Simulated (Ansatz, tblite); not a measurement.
**C₁₅H₁₂: spin states and exact exchange**

Aim: set other spin states of C₁₅H₁₂ against its singlet, on many levels of theory.

Method: as each input shows; program: Ansatz 0.2.0, Gaussian basis.

The runs, in order: triplet, at the geometry of the singlet (GFN1-xTB, GFN2-xTB, PBE0-D4/def2-TZVP, PBE-D4/def2-TZVP); the singlet's energies come from earlier runs.

## Step 1: The structure

The geometry is that of the singlet, from an earlier relaxation (PBE0-D4/def2-SVP).

SMILES `CC(C)=C=C=C=C=C=C=C=C=C=C(C)C`, 27 atoms, charge 0, spin multiplicity 1.

Bond lengths: C1–C2 1.500 Å, C1–H16 1.104 Å, C1–H17 1.097 Å, C1–H18 1.104 Å, C2–C3 1.500 Å, C2–C4 1.329 Å, C3–H19 1.104 Å, C3–H20 1.104 Å, C3–H21 1.097 Å, C4–C5 1.277 Å, C5–C6 1.292 Å, C6–C7 1.282 Å, C7–C8 1.286 Å, C8–C9 1.286 Å, C9–C10 1.282 Å, C10–C11 1.292 Å, C11–C12 1.277 Å, C12–C13 1.329 Å and more. Angles: C2–C1–H16 110.3°, C2–C1–H17 112.1°, C2–C1–H18 110.2°, H16–C1–H17 108.7°, H16–C1–H18 106.7°, H17–C1–H18 108.7°, C1–C2–C3 117.2°, C1–C2–C4 121.4°, C3–C2–C4 121.4°, C2–C3–H19 110.3°, C2–C3–H20 110.2°, C2–C3–H21 112.1°, H19–C3–H20 106.7°, H19–C3–H21 108.7°, H20–C3–H21 108.7°, C2–C4–C5 180.0°, C4–C5–C6 180.0°, C5–C6–C7 180.0° and more.

Geometry (Å):

```
atom     x (Å)     y (Å)     z (Å)
  C1  -0.22698  -5.52620  -4.85468
  C2   0.82167  -5.12020  -3.86131
  C3   2.06889  -5.95209  -3.80065
  C4   0.65288  -4.06774  -3.06821
  C5   0.49133  -3.05653  -2.30555
  C6   0.32732  -2.03359  -1.53432
  C7   0.16412  -1.01820  -0.76845
  C8   0.00065   0.00059  -0.00064
  C9  -0.16237   1.01887   0.76794
 C10  -0.32558   2.03438   1.53365
 C11  -0.49028   3.05708   2.30505
 C12  -0.65253   4.06849   3.06730
 C13  -0.82187   5.12029   3.86115
 C14  -1.46611   4.98572   5.20953
 C15  -0.37698   6.49191   3.44641
 H16   0.19083  -5.51899  -5.87611
 H17  -1.10017  -4.86247  -4.82747
 H18  -0.56178  -6.55887  -4.65597
 H19   1.81818  -7.00002  -3.56198
 H20   2.56978  -5.96162  -4.78400
 H21   2.77675  -5.58026  -3.04938
 H22  -1.75952   3.95077   5.42519
 H23  -0.77567   5.32920   5.99902
 H24  -2.36214   5.62712   5.27042
 H25   0.08127   6.49328   2.44954
 H26  -1.23429   7.18686   3.44228
 H27   0.35262   6.89223   4.17125
```

## Step 2: Triplet at the fixed geometry, GFN1-xTB

Tight binding, by tblite at 300 K electronic temperature and without a spin-polarisation term:

```python
tblite.interface.Calculator('GFN1-xTB', numbers, positions, charge=0, uhf=2).singlepoint()
```

Energy -1029.9321 eV; 0.035 s.

## Step 3: Triplet at the fixed geometry, GFN2-xTB

Tight binding, by tblite at 300 K electronic temperature and without a spin-polarisation term:

```python
tblite.interface.Calculator('GFN2-xTB', numbers, positions, charge=0, uhf=2).singlepoint()
```

Energy -1030.8671 eV; 0.029 s.

## Step 4: Triplet at the fixed geometry, PBE0-D4/def2-TZVP

in.yaml reads:

```yaml
crystal:
  periodic: [false, false, false]
  atoms:
    - {symbol: C, position_ang: [-0.226978, -5.526195, -4.854678]}
    - {symbol: C, position_ang: [0.821669, -5.120196, -3.861311]}
    - {symbol: C, position_ang: [2.068892, -5.952088, -3.800647]}
    - {symbol: C, position_ang: [0.652878, -4.067740, -3.068206]}
    - {symbol: C, position_ang: [0.491329, -3.056525, -2.305553]}
    - {symbol: C, position_ang: [0.327317, -2.033594, -1.534321]}
    - {symbol: C, position_ang: [0.164116, -1.018199, -0.768451]}
    - {symbol: C, position_ang: [0.000646, 0.000589, -0.000641]}
    - {symbol: C, position_ang: [-0.162371, 1.018866, 0.767945]}
    - {symbol: C, position_ang: [-0.325581, 2.034384, 1.533649]}
    - {symbol: C, position_ang: [-0.490281, 3.057075, 2.305053]}
    - {symbol: C, position_ang: [-0.652529, 4.068487, 3.067297]}
    - {symbol: C, position_ang: [-0.821874, 5.120292, 3.861145]}
    - {symbol: C, position_ang: [-1.466106, 4.985720, 5.209526]}
    - {symbol: C, position_ang: [-0.376982, 6.491913, 3.446407]}
    - {symbol: H, position_ang: [0.190827, -5.518992, -5.876114]}
    - {symbol: H, position_ang: [-1.100166, -4.862465, -4.827471]}
    - {symbol: H, position_ang: [-0.561777, -6.558867, -4.655974]}
    - {symbol: H, position_ang: [1.818183, -7.000016, -3.561985]}
    - {symbol: H, position_ang: [2.569783, -5.961624, -4.784002]}
    - {symbol: H, position_ang: [2.776750, -5.580257, -3.049377]}
    - {symbol: H, position_ang: [-1.759521, 3.950765, 5.425190]}
    - {symbol: H, position_ang: [-0.775671, 5.329200, 5.999017]}
    - {symbol: H, position_ang: [-2.362136, 5.627119, 5.270418]}
    - {symbol: H, position_ang: [0.081271, 6.493277, 2.449544]}
    - {symbol: H, position_ang: [-1.234291, 7.186861, 3.442284]}
    - {symbol: H, position_ang: [0.352622, 6.892231, 4.171254]}
basis:
  gaussian: {orbitals: def2-TZVP}
magnetization: {spin_polarized: true, initial_magnetization: 2}
hamiltonian: {xc: pbe0, dispersion: d4}
scf: {omitted_lower_state_checks: [starts]}
output: {orbitals: {seedname: orbitals}}
```

Run with:

```bash
$ ansatz run in.yaml --threads 4 --pin off --events-out ev --progress --plain --max-ram 9574MiB
```

Output:

```text
Functional definition: PBE0
  name "PBE0"
  cite "Adamo & Barone, J. Chem. Phys. 110, 6158 (1999) doi:10.1063/1.478522"
  cite "Perdew, Burke & Ernzerhof, Phys. Rev. Lett. 77, 3865 (1996) doi:10.1103/PhysRevLett.77.3865"
  parent pbe
  parameter a = 0.25
  parameter kappa = 0.804
  parameter beta = 0.06672455060314922
  exchange = (1 - a)*pbe_x(kappa = kappa, mu = beta*pi^2/3) + a*exact_x
  correlation = pbe_c(beta = beta)
these checks for a lower state are left out or cut short: starts
3228 factors; their error is unknown
the host lacks memory for fits, so the integrals are decomposed
3570 factors; integrals over basis functions are off by at most 1.2e-3 eV
mean field evaluation 1: about -15708.3407 eV, gradient 6.3e1 eV
mean field evaluation 2: about -15709.9487 eV, gradient 5.8e1 eV
mean field evaluation 4: about -15726.6966 eV, gradient 8.5e0 eV
mean field evaluation 8: about -15727.2654 eV, gradient 1.0e0 eV
mean field evaluation 16: about -15727.6846 eV, gradient 5.6e-1 eV
mean field -15727.75143265 eV, -577.9842044970 hartree, gradient 2.0e-5 eV, S^2 2.168640; 0 other end points of the search recorded, 0 dependent functions left out
reference -15727.75149511 eV, -577.9842067924 hartree; 52, 50 occupied and 485, 487 virtual orbitals, 3570 factors
Total energy: -15728.28996446 eV, -578.0039951760 hartree
Checks for a lower state left out: starts
```

Wall time 3.1 min (4 threads of Intel Xeon, shared host); peak memory 4.7 GiB.

From the report: HOMO -4.40 eV, LUMO -3.94 eV (over both spins); ⟨S²⟩ 2.169 (pure: 2.00). Doubts: spin contamination.

## Step 5: Triplet at the fixed geometry, PBE-D4/def2-TZVP

start.molden holds the orbitals of an earlier run on this state, given as this run's starting guess.

in.yaml, as its differences from that of step 4:

```diff
@@ -31,5 +31,5 @@
 basis:
-  gaussian: {orbitals: def2-TZVP}
+  gaussian: {orbitals: def2-TZVP, initial_orbitals: start.molden}
 magnetization: {spin_polarized: true, initial_magnetization: 2}
-hamiltonian: {xc: pbe0, dispersion: d4}
+hamiltonian: {xc: pbe, dispersion: d4}
 scf: {omitted_lower_state_checks: [starts]}
```

Launched as before.

Output:

```text
Functional definition: PBE
  name "PBE"
  cite "Perdew, Burke & Ernzerhof, Phys. Rev. Lett. 77, 3865 (1996) doi:10.1103/PhysRevLett.77.3865"
  parent pbe
  parameter kappa = 0.804
  parameter beta = 0.06672455060314922
  exchange = pbe_x(kappa = kappa, mu = beta*pi^2/3)
  correlation = pbe_c(beta = beta)
these checks for a lower state are left out or cut short: starts
3228 factors; their error is unknown
mean field evaluation 1: about -15726.9957 eV, gradient 1.0e1 eV
mean field evaluation 2: about -15727.3257 eV, gradient 4.8e-1 eV
mean field evaluation 4: about -15727.2714 eV, gradient 1.3e-1 eV
mean field evaluation 8: about -15727.2721 eV, gradient 2.7e-4 eV
mean field evaluation 16: about -15727.2721 eV, gradient 6.5e-6 eV
mean field -15727.27212932 eV, -577.9665904245 hartree, gradient 6.5e-6 eV, S^2 2.014622; 0 other end points of the search recorded, 0 dependent functions left out
reference -15727.27221468 eV, -577.9665935613 hartree; 52, 50 occupied and 485, 487 virtual orbitals, 3228 factors
Total energy: -15727.90600363 eV, -577.9898848759 hartree
Checks for a lower state left out: starts
```

Run time: 33 s. Hardware: 4 threads of Intel Xeon, shared host; peak memory 1.4 GiB.

From the report: HOMO -3.57 eV, LUMO -4.57 eV (over both spins; with the spin held, an empty level of the minority spin lies below the top filled one); ⟨S²⟩ 2.015 (pure: 2.00).

## Step 6: Triplet less singlet, vertical

The singlet's energies are those of its earlier runs, whose logs aren't repeated here.

```
            level  triplet less singlet, vertical (kcal/mol)     time
         GFN1-xTB                                      +34.9  0.077 s
         GFN2-xTB                                      +34.5  0.062 s
 PBE-D4/def2-TZVP                                      +31.4     43 s
PBE0-D4/def2-TZVP                                      +29.1  3.7 min
```

Times add the two runs; a level without a time comes out of a correlated run. Tight binding without a spin term can't rank spin states.

## Step 7: What came out

```
                                                quantity                                       value
triplet less singlet, vertical, functionals in def2-TZVP  +29.1 (PBE0-D4) to +31.4 kcal/mol (PBE-D4)
```

What this shows: All functionals put the triplet above the singlet, over a spread of 2.3 kcal/mol. The checks for a lower triplet were left out, so another state of that spin may lie lower. These are electronic energies, without zero-point motion, entropy or surroundings.
